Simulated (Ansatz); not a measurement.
# Bi2Te2Pb2S3 (Saddlebackite 7.11 layer): the cost of one run

Program: Ansatz 0.2.0. Level of theory: DFT, PBE, plane-wave PAW, default files, scalar-relativistic, as far as a step names no other. These are calculated values, not measurements.

A COD entry behind a cell of this session may itself be a prediction, so a difference from it is no test against experiment.

2 further runs of the same task are left out: 1 that didn't finish, 1 set aside as unsound or not needed.

### Step 1. Starting point

Symmetry: P-3m1, No. 164, trigonal system. Conventional cell: a = 4.261 Å, b = 4.261 Å, c = 33.818 Å, α = 90.00°, β = 90.00°, γ = 120.00°. Bi (site symmetry 3m) has 3 S at 3.02 Å and 3 Te at 3.04 Å as nearest neighbours. Te (site symmetry 3m) is surrounded by 3 Bi at 3.04 Å. Pb (site symmetry 3m) is surrounded by 6 S at 2.99 to 3.00 Å. Pb (site symmetry -3m) is surrounded by 6 S at 2.99 Å. Around S (site symmetry 3m) lie 3 Pb at 2.99 Å and 3 Bi at 3.02 Å. Only part of the 10 independent sites is listed.

Coordinates:

```
Bi Te Pb S
1.0
     4.26052    0.00000    0.00000
    -2.13026    3.68972    0.00000
     0.00000    0.00000   33.81797
Bi Te Pb S
4 4 4 6
Direct
  0.33333 0.66667 0.20293
  0.66667 0.33333 0.79707
  0.33333 0.66667 0.39807
  0.66667 0.33333 0.60193
  0.33333 0.66667 0.74408
  0.66667 0.33333 0.25592
  0.00000 0.00000 0.34507
  0.00000 0.00000 0.65493
  0.33333 0.66667 0.89896
  0.66667 0.33333 0.10104
  0.00000 0.00000 0.00000
  0.00000 0.00000 0.50000
  0.00000 0.00000 0.84882
  0.00000 0.00000 0.15118
  0.33333 0.66667 0.05044
  0.66667 0.33333 0.94956
  0.33333 0.66667 0.55024
  0.66667 0.33333 0.44976
```

The earlier run gave: gap on the mesh 0.37 eV, largest force 0.003 eV/Å, pressure 1.0 GPa.

Like atoms gathered into sites:

| site | atoms | first shell | V_zz (10²¹ V/m²) | η | C_Q (MHz) |
| --- | --- | --- | --- | --- | --- |
| Bi1 | 1, 2 | 3 S at 3.02 Å, 3 Te at 3.04 Å | -0.73 | 0.00 | 9.15 (²⁰⁹Bi) |
| Bi3 | 3, 4 | 3 S at 3.02 Å, 3 Te at 3.04 Å | -0.78 | 0.00 | 9.78 (²⁰⁹Bi) |
| Te5 | 5, 6 | 3 Bi at 3.04 Å | 0.95 | 0.00 | – |
| Te7 | 7, 8 | 3 Bi at 3.04 Å | 1.06 | 0.00 | – |
| Pb9 | 9, 10 | 6 S at 2.99–3.00 Å | 0.70 | 0.00 | – |
| Pb11 | 11 | 6 S at 2.99 Å | 0.62 | 0.00 | – |
| Pb12 | 12 | 6 S at 2.99 Å | 0.85 | 0.00 | – |
| S13 | 13, 14, 17, 18 | 3 Pb at 2.99 Å, 3 Bi at 3.02 Å | 0.093 | 0.00 | -0.155 (³³S) |
| S15 | 15, 16 | 6 Pb at 2.99–3.00 Å | -0.34 | 0.00 | 0.565 (³³S) |

V_zz is the principal component of the electric field gradient with the largest magnitude, η = (V_xx − V_yy)/V_zz and C_Q = eQV_zz/h. Quadrupole moments are those of Pyykkö's year-2017 table. A dash under C_Q marks elements without a common quadrupolar isotope.

### Step 2. Settings changed: basis.ecutrho_ratio = 9, hamiltonian.dispersion = d3bjatm

File input.yaml:

```yaml
crystal:
  lattice:
    - [4.26052, 0.0, 0.0]
    - [-2.13026, 3.6897185533, 0.0]
    - [0.0, 0.0, 33.81797]
  atoms:
    - { symbol: Bi, position: [0.3333333333, 0.6666666667, 0.2029348125] }
    - { symbol: Bi, position: [0.6666666667, 0.3333333333, 0.7970651875] }
    - { symbol: Bi, position: [0.3333333333, 0.6666666667, 0.3980702282] }
    - { symbol: Bi, position: [0.6666666667, 0.3333333333, 0.6019297718] }
    - { symbol: Te, position: [0.3333333333, 0.6666666667, 0.7440841264] }
    - { symbol: Te, position: [0.6666666667, 0.3333333333, 0.2559158736] }
    - { symbol: Te, position: [0.0, 0.0, 0.3450701075] }
    - { symbol: Te, position: [0.0, 0.0, 0.6549298925] }
    - { symbol: Pb, position: [0.3333333333, 0.6666666667, 0.898963143] }
    - { symbol: Pb, position: [0.6666666667, 0.3333333333, 0.101036857] }
    - { symbol: Pb, position: [0.0, 0.0, 0.0] }
    - { symbol: Pb, position: [0.0, 0.0, 0.5] }
    - { symbol: S, position: [0.0, 0.0, 0.8488224881] }
    - { symbol: S, position: [0.0, 0.0, 0.1511775119] }
    - { symbol: S, position: [0.3333333333, 0.6666666667, 0.0504411393] }
    - { symbol: S, position: [0.6666666667, 0.3333333333, 0.9495588607] }
    - { symbol: S, position: [0.3333333333, 0.6666666667, 0.550243553] }
    - { symbol: S, position: [0.6666666667, 0.3333333333, 0.449756447] }
kpoints:
  mp_grid: { grid: [8, 8, 1] }
scf:
  occupations: { method: fermi_dirac, width: 0.02 }
hamiltonian:
  xc: pbe
  pseudopotentials: { kind: paw }
  dispersion: d3bjatm
output:
  forces: true
  stress: true
  populations: true
  efg:
    quadrupole_moments_barn: { Bi: -0.516, S: -0.0694 }
    contact_densities: true
basis:
  ecutrho_ratio: 9
```

The run is started by

```sh
ansatz run input.yaml --threads 4 --pin off --max-ram 8192MiB --backend cpu --events-out ev --progress --plain --runs-dir out
```

Q: Estimate wall time and peak memory on 4 threads of Arm Neoverse V1, shared host.

About 21 s, with a peak of 2.6 GiB.
